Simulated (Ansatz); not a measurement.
# AlH5N2Si: the cost of one run

Program: the Python package of Ansatz 0.2.0. Level of theory: PBE0/def2-TZVP. These are calculated values, not measurements.

### 1 The system

Bond lengths: N1–Al2 1.854 Å, Al2–N3 1.894 Å, Al2–Si4 2.291 Å, N3–Si4 1.719 Å, N1–H5 1.076 Å, N1–H6 1.101 Å, N3–H7 1.100 Å, Si4–H8 1.487 Å, Si4–H9 1.504 Å. Angles (14 of 15 angles, heavy atoms first): N1–Al2–N3 149.5°, N1–Al2–Si4 151.6°, N3–Al2–Si4 47.4°, Al2–N3–Si4 78.5°, Al2–Si4–N3 54.1°, Al2–N1–H5 109.5°, Al2–N1–H6 108.6°, Al2–N3–H7 106.5°, Si4–N3–H7 106.3°, Al2–Si4–H8 117.4°, Al2–Si4–H9 119.9°, N3–Si4–H8 109.7°, N3–Si4–H9 116.0°, H5–N1–H6 103.1°.

The script holds or builds the structure itself.

### 2 Script

Input file bde_alh5n2si.py:

```python
"""X-H bond energies of AlH5N2Si without relaxation."""

import ansatz as az
from ase import Atoms


def energy_of(molecule, charge=0, unpaired=0):
    calc = molecule.calculation().basis(gaussian="def2-TZVP").functional("pbe0")
    if charge:
        calc = calc.charge(charge)
    if unpaired:
        calc = calc.spin("collinear", total=unpaired)
    return calc.run(threads=1, pin="off").report["free_energy_ev"]

def without(molecule, index):
    rest = az.Crystal.molecule()
    for i, site in enumerate(molecule.cartesian_sites):
        if i != index:
            rest = rest.atom(site.symbol, site.position_ang)
    return rest

atoms = Atoms(["N", "Al", "N", "Si", "H", "H", "H", "H", "H"], positions=[
    [-0.3551, 2.0159, -1.2623],
    [0.2254, 0.6057, -0.2072],
    [1.2366, -0.9855, -0.0223],
    [-0.1486, -1.3472, 0.9299],
    [-0.9044, 1.6328, -2.1047],
    [-1.1171, 2.5822, -0.7043],
    [2.0472, -0.7596, 0.6855],
    [-0.9658, -2.3875, 0.2519],
    [0.0702, -1.403, 2.4164],
])
molecule = az.Crystal.molecule_from_ase(atoms)

whole = energy_of(molecule, 0)
hydrogen = energy_of(az.Crystal.molecule().atom("H", (0, 0, 0)), 0, 1)
print(f"E(molecule) = {whole:.5f} eV, E(H) = {hydrogen:.5f} eV")
for index in [5, 6, 8]:
    radical = energy_of(without(molecule, index), 0, 1)
    print(f"H{index}: homolysis {(radical + hydrogen - whole):.3f} eV")
    anion = energy_of(without(molecule, index), -1)
    print(f"H{index}: loss of a proton {(anion - whole):.3f} eV")
```

### 3 What the engine is handed

The package turns the script's settings into the engine's input (first run):

```yaml
crystal:
  periodic: [false, false, false]
  atoms:
    - { symbol: "N", position_ang: [-0.3551, 2.0159, -1.2623] }
    - { symbol: Al, position_ang: [0.2254, 0.6057, -0.2072] }
    - { symbol: "N", position_ang: [1.2366, -0.9855, -0.0223] }
    - { symbol: Si, position_ang: [-0.1486, -1.3472, 0.9299] }
    - { symbol: H, position_ang: [-0.9044, 1.6328, -2.1047] }
    - { symbol: H, position_ang: [-1.1171, 2.5822, -0.7043] }
    - { symbol: H, position_ang: [2.0472, -0.7596, 0.6855] }
    - { symbol: H, position_ang: [-0.9658, -2.3875, 0.2519] }
    - { symbol: H, position_ang: [0.0702, -1.403, 2.4164] }
basis:
  gaussian:
    orbitals: def2-TZVP
hamiltonian:
  xc: pbe0
```

### 4 The run

Started as:

```console
$ python bde_alh5n2si.py
```

What time and memory should one allow on 1 thread of Arm Neoverse V2, shared host?

About 69 s, with a peak of 0.46 GiB.
